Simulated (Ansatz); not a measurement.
# BFH2OS (built from SMILES OB(F)S): a reaction path by the nudged elastic band

Aim: the minimum-energy path between two given structures and its highest point. Both ends were relaxed at PBE0-D4 in triple zeta.

Method: PBE0-D4/def2-SVP; program: Ansatz 0.2.0, Gaussian basis.

16 further runs of the same task are left out: 16 set aside as unsound or not needed.

## Step 1: Starting geometry

The first end: 6 atoms, charge 0, spin multiplicity 1.

Atoms are counted from 1 here; the program's logs count them from 0.

Bond lengths: B1–S2 1.820 Å, B1–O3 1.349 Å, B1–F5 1.325 Å, S2–H6 1.341 Å, O3–H4 0.959 Å. Angles: S2–B1–O3 122.6°, S2–B1–F5 120.2°, O3–B1–F5 117.3°, B1–S2–H6 95.1°, B1–O3–H4 115.1°.

Geometry (Å):

```
B    -0.28791   -0.19274   -0.13849
S     1.03429    0.45851    0.92985
O    -0.51062    0.27414   -1.38464
H     0.07917    0.97545   -1.66751
F    -1.07859   -1.16318    0.29699
H     0.76366   -0.35218    1.96379
```

The second end:

```xyz
6

B    -1.15538   -0.58181   -0.68202
S     0.73231    0.89286    0.98915
O    -0.83367   -0.09210   -1.74173
H     1.29216    1.07371   -0.21649
F    -1.63319   -1.21447    0.33104
H     1.59777   -0.07819    1.32007
```

## Step 2: The band at PBE0-D4/def2-SVP

Contents of neb/in.yaml:

```yaml
crystal:
  periodic: [false, false, false]
  atoms:
    - {symbol: B, position_ang: [-0.287911, -0.192742, -0.138490]}
    - {symbol: S, position_ang: [1.034286, 0.458510, 0.929852]}
    - {symbol: O, position_ang: [-0.510616, 0.274137, -1.384636]}
    - {symbol: H, position_ang: [0.079170, 0.975455, -1.667513]}
    - {symbol: F, position_ang: [-1.078593, -1.163178, 0.296994]}
    - {symbol: H, position_ang: [0.763663, -0.352183, 1.963794]}
basis:
  gaussian: {orbitals: def2-SVP}
hamiltonian: {xc: pbe0, dispersion: d4}
neb:
  images: 5
  climbing: true
  max_iterations: 40
  initial_path: idpp
  final_atoms:
    - {symbol: B, position_ang: [-1.155384, -0.581815, -0.682022]}
    - {symbol: S, position_ang: [0.732308, 0.892858, 0.989150]}
    - {symbol: O, position_ang: [-0.833671, -0.092103, -1.741734]}
    - {symbol: H, position_ang: [1.292162, 1.073710, -0.216494]}
    - {symbol: F, position_ang: [-1.633186, -1.214466, 0.331035]}
    - {symbol: H, position_ang: [1.597770, -0.078185, 1.320065]}
```

Launch:

```sh
$ ansatz run in.yaml --threads 2 --pin off --events-out ev --progress --plain --max-ram 4352MiB
```

The program printed:

```text
Functional definition: PBE0
  name "PBE0"
  cite "Adamo & Barone, J. Chem. Phys. 110, 6158 (1999) doi:10.1063/1.478522"
  cite "Perdew, Burke & Ernzerhof, Phys. Rev. Lett. 77, 3865 (1996) doi:10.1103/PhysRevLett.77.3865"
  parent pbe
  parameter a = 0.25
  parameter kappa = 0.804
  parameter beta = 0.06672455060314922
  exchange = (1 - a)*pbe_x(kappa = kappa, mu = beta*pi^2/3) + a*exact_x
  correlation = pbe_c(beta = beta)
728 factors; integrals over basis functions are off by at most 2.4e-4 eV
mean field evaluation 1: about -16291.3623 eV, gradient 4.7e1 eV
mean field evaluation 2: about -16287.2648 eV, gradient 6.7e1 eV
mean field evaluation 4: about -16294.9812 eV, gradient 2.0e0 eV
mean field evaluation 8: about -16295.0352 eV, gradient 1.3e-1 eV
mean field -16295.03520007 eV, -598.8314984311 hartree, gradient 2.6e-5 eV, S^2 0.000000; 0 other end points of the search recorded, 0 dependent functions left out
the calculation of the forces begins
reference -16295.03521981 eV, -598.8314991563 hartree; 20, 20 occupied and 50, 50 virtual orbitals, 728 factors
[... from here to the last solve, the lines of the solves are left out (127 solves) ...]
WARN: NEB end point (image 0): max|allowed force component| = 2.115e-1 eV/Å (the criterion of neb.relax_end_points is 1.000e-2). That is over neb.f_tol: it is no minimum, so the barrier can be far off. Relax it first
WARN: NEB end point (image 6): max|allowed force component| = 2.137e-1 eV/Å (the criterion of neb.relax_end_points is 1.000e-2). That is over neb.f_tol: it is no minimum, so the barrier can be far off. Relax it first
NEB iter   1: max|band force component| = 3.404e0 eV/Å  barrier→ = 4.9076 eV  barrier← = 3.1212 eV  Δτ_max = 0.2000 Å  (188 SCF iters)
NEB iter   2: max|band force component| = 2.720e0 eV/Å  barrier→ = 3.8941 eV  barrier← = 2.1077 eV  Δτ_max = 0.2000 Å  (168 SCF iters)
NEB iter   3: max|band force component| = 8.302e0 eV/Å  barrier→ = 2.6790 eV  barrier← = 0.8925 eV  Δτ_max = 0.1014 Å  (173 SCF iters)
NEB iter   4: max|band force component| = 2.619e0 eV/Å  barrier→ = 2.3045 eV  barrier← = 0.5180 eV  Δτ_max = 0.1996 Å  (146 SCF iters)
NEB iter   5: max|band force component| = 2.787e0 eV/Å  barrier→ = 2.7480 eV  barrier← = 0.9616 eV  Δτ_max = 0.1016 Å  (167 SCF iters)
NEB iter   6: max|band force component| = 1.667e0 eV/Å  barrier→ = 2.3253 eV  barrier← = 0.5388 eV  Δτ_max = 0.0997 Å  (145 SCF iters)
NEB iter   7: max|band force component| = 1.495e0 eV/Å  barrier→ = 2.3693 eV  barrier← = 0.5829 eV  Δτ_max = 0.0500 Å  (147 SCF iters)
NEB iter   8: max|band force component| = 1.786e0 eV/Å  barrier→ = 2.2649 eV  barrier← = 0.4785 eV  Δτ_max = 0.0250 Å  (149 SCF iters)
NEB iter   9: max|band force component| = 1.201e0 eV/Å  barrier→ = 2.2536 eV  barrier← = 0.4671 eV  Δτ_max = 0.0505 Å  (152 SCF iters)
NEB iter  10: max|band force component| = 6.081e-1 eV/Å  barrier→ = 2.2453 eV  barrier← = 0.4588 eV  Δτ_max = 0.0505 Å  (152 SCF iters)
NEB iter  11: max|band force component| = 3.635e-1 eV/Å  barrier→ = 2.2323 eV  barrier← = 0.4459 eV  CI = image 4  Δτ_max = 0.0504 Å  (150 SCF iters)
NEB iter  12: max|band force component| = 2.767e-1 eV/Å  barrier→ = 2.2220 eV  barrier← = 0.4356 eV  CI = image 4  Δτ_max = 0.0504 Å  (151 SCF iters)
NEB iter  13: max|band force component| = 3.065e-1 eV/Å  barrier→ = 2.2192 eV  barrier← = 0.4327 eV  CI = image 4  Δτ_max = 0.0250 Å  (143 SCF iters)
NEB iter  14: max|band force component| = 1.195e-1 eV/Å  barrier→ = 2.2183 eV  barrier← = 0.4319 eV  CI = image 4  Δτ_max = 0.0192 Å  (149 SCF iters)
NEB iter  15: max|band force component| = 1.924e-1 eV/Å  barrier→ = 2.2182 eV  barrier← = 0.4318 eV  CI = image 4  Δτ_max = 0.0096 Å  (133 SCF iters)
NEB iter  16: max|band force component| = 8.272e-2 eV/Å  barrier→ = 2.2182 eV  barrier← = 0.4317 eV  CI = image 4  Δτ_max = 0.0048 Å  (118 SCF iters)
NEB iter  17: max|band force component| = 5.366e-2 eV/Å  barrier→ = 2.2181 eV  barrier← = 0.4317 eV  CI = image 4  Δτ_max = 0.0045 Å  (112 SCF iters)
NEB iter  18: max|band force component| = 5.885e-2 eV/Å  barrier→ = 2.2181 eV  barrier← = 0.4317 eV  CI = image 4  Δτ_max = 0.0048 Å  (101 SCF iters)
730 factors; integrals over basis functions are off by at most 1.0e-3 eV
mean field -16293.11015285 eV, -598.7607542505 hartree, gradient 2.0e-6 eV, S^2 0.000000; 0 other end points of the search recorded, 0 dependent functions left out
the calculation of the forces begins
reference -16293.11017334 eV, -598.7607550034 hartree; 20, 20 occupied and 50, 50 virtual orbitals, 730 factors
NEB iter  19: max|band force component| = 4.193e-2 eV/Å  barrier→ = 2.2181 eV  barrier← = 0.4317 eV  CI = image 4  Δτ_max = 0.0000 Å  (828 SCF iters)
Total energy: -16292.90037803 eV, -598.7530451681 hartree
Atom 0 at    -0.730930    -0.358506    -0.291230 Å, force    -0.004426    -0.002898     0.001696 eV/Å
Atom 1 at     0.565561     0.894885     0.864685 Å, force    -0.000001     0.000489    -0.000490 eV/Å
Atom 2 at    -0.288286    -0.149751    -1.452371 Å, force     0.002629     0.002527     0.000139 eV/Å
Atom 3 at     0.624954     0.730920    -0.607758 Å, force    -0.000533    -0.000843    -0.001566 eV/Å
Atom 4 at    -1.629294    -1.022460     0.393790 Å, force     0.001863     0.001083    -0.000406 eV/Å
Atom 5 at     1.457994    -0.095089     1.092884 Å, force     0.000469    -0.000358     0.000626 eV/Å
Dipole moment:     0.375394     0.093085     0.459747 e Å
```

It took 1.7 min on 2 threads of Arm Neoverse V2, shared host.

The last band:

```csv
image,path (Å),energy (kJ/mol),S2–H4 (Å),B1–S2 (Å),O3–H4 (Å)
0,0.00,0.0,2.82,1.82,0.96
1,0.64,11.5,2.72,1.84,0.96
2,1.29,29.1,2.69,1.86,0.96
3,1.93,65.7,2.16,1.91,1.00
4,2.58,214.0,1.48,2.14,1.52
5,3.22,177.7,1.35,2.66,2.21
6,3.87,172.4,1.34,2.92,2.86
```

The highest image, 4:

```
B    -0.7309   -0.3585   -0.2912
S     0.5656    0.8949    0.8647
O    -0.2883   -0.1498   -1.4524
H     0.6250    0.7309   -0.6078
F    -1.6293   -1.0225    0.3938
H     1.4580   -0.0951    1.0929
```

## Step 3: Results

```
                                                                       quantity                                                   value
                                                PBE0-D4/def2-SVP, 19 iterations  highest 214.0 kJ/mol (image 4), last end +172.4 kJ/mol
from earlier runs: barrier over the separately found saddle, CCSD(T)/def2-TZVPP                                            225.1 kJ/mol
```

What this shows: The highest image lies 214.0 kJ/mol above the first end, and it climbed, so it estimates the saddle. The ends are not quite minima at this level (largest force component 0.21 eV/Å), so the heights are unreliable: relaxing the first end would lower it and raise the barrier above it. The highest image is 11.1 kJ/mol below the CCSD(T) barrier in triple zeta, which comes from separate runs on the saddle.
